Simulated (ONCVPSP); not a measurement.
**Pseudopotential generation for fluorine: ONCV, LDA (Perdew-Wang 92)**

Task: generate the file, and judge it by its errors in other configurations, its logarithmic derivatives, its ghosts and its cutoff.

Program: ONCVPSP 4.0.1.1 (patched build). Reference atom: LDA (Perdew-Wang 92), scalar-relativistic, spherical and spin-unpolarised. All values are calculated.

15 further runs of the same task are left out: 15 set aside as unsound or not needed.

## (1) The atom and the settings

The settings as typed:

```
element                 : fluorine (F, Z = 9)
type                    : optimised norm-conserving Vanderbilt (ONCV)
frozen core             : [He]
valence charge          : 7
reference configuration : 2s2 2p5
partial waves           : 2s: rc 0.85 bohr, ncon 3, nbas 6, qcut 9.1 1/bohr, 2 projectors, debl 1 Ha; 2p: rc 1.05 bohr, ncon 4, nbas 7, qcut 12.2 1/bohr, 2 projectors, debl 3.5 Ha; d scattering state at 0.13 Ha: rc 1.05 bohr, ncon 4, nbas 7, qcut 9.1 1/bohr, 2 projectors, debl 1 Ha
local potential         : polynomial inside 0.75 bohr (lpopt 5, dvloc0 0 Ha)
core correction         : Teter function fitted to the true core (icmod 2), fcfact 0.45
```

The outer shells as boxes (Hund's rule for the drawing; the calculation is spin-unpolarised):

```
[He] core
2s [↑↓]
2p [↑↓][↑↓][↑ ]
```

The nodes and maxima of the atom's own shells, from an earlier all-electron run, set the scale for the radii.

All-electron outer shells of the reference configuration (LDA (PZ), scalar-relativistic, ld1.x):

| shell | level (eV) | outermost node (bohr) | outermost maximum (bohr) |
| --- | --- | --- | --- |
| 1s | -658.96 | – | 0.12 |
| 2s | -29.65 | 0.24 | 0.77 |
| 2p | -11.29 | – | 0.71 |

## (2) Generation

The input, F.dat:

```
# ATOM AND REFERENCE CONFIGURATION
# atsym  z   nc   nv     iexc    psfile
  F 9.00    1    2  -001012      upf
#
#   n    l    f
    1    0    2.00
    2    0    2.00
    2    1    5.00
#
# PSEUDOPOTENTIAL AND OPTIMIZATION
# lmax
    2
#
#   l,   rc,      ep,       ncon, nbas, qcut
    0    0.85    0.00    3    6    9.10
    1    1.05    0.00    4    7   12.20
    2    1.05    0.13    4    7    9.10
#
# LOCAL POTENTIAL
# lloc, lpopt,  rc(5),   dvloc0
    4    5    0.75    0.00
#
# VANDERBILT-KLEINMAN-BYLANDER PROJECTORs
# l, nproj, debl
    0    2    1.00
    1    2    3.50
    2    2    1.00
#
# MODEL CORE CHARGE
# icmod, fcfact, rcfact
    2    0.45    0.65
#
# LOG DERIVATIVE ANALYSIS
# epsh1, epsh2, depsh
   -3.00    5.00    0.02
#
# OUTPUT GRID
# rlmax, drl
    6.00    0.01
#
# TEST CONFIGURATIONS
# ncnf
    4
# nvcnf
#   n    l    f
    2
    2    0    2.00
    2    1    4.00
#
    2
    2    0    2.00
    2    1    3.00
#
    2
    2    0    2.00
    2    1    2.00
#
    2
    2    0    2.00
    2    1    4.50
#
```

Run with:

```bash
$ oncvpsp.x < F.dat > F.out
```

**Question.** What will these runs give? Wanted: cutoffs for 1 and 0.1 mHa per electron, occupied waves; bound ghosts; GHOST(+) flags; largest test error; largest phase difference near zero energy, channels read; rms error of d²Exc/dn², without and with the model core; projector energies reset by the program.

As calculated:

| quantity | value |
| --- | --- |
| cutoffs for 1 and 0.1 mHa per electron, occupied waves | 55 Ha and 116 Ha |
| bound ghosts | none found |
| GHOST(+) flags | none at low energy |
| largest test error (AE − PS) | +261 meV, for 2s2 2p2 |
| largest phase difference near zero energy, channels read | 0.000 rad |
| rms error of d²Exc/dn², without and with the model core | 2.72 and 1.27 mHa |
| projector energies reset by the program | s: -1.090, 0.250 Ha |

By total energies transferability is fair for so large an energy: the largest error is 261 meV on 118.8 eV, for 2s2 2p2. That test lies far up in energy; among those under 40 eV, nearer to bonding, the largest error is 6.6 meV. It counts as hard, with 55 Ha needed at the looser tolerance. At the looser tolerance the 2p wave is the slowest; 2s needs 38 Ha. No bound ghost shows below the valence levels. Near zero energy the phases of the channels with partial waves agree within 0.001 rad.
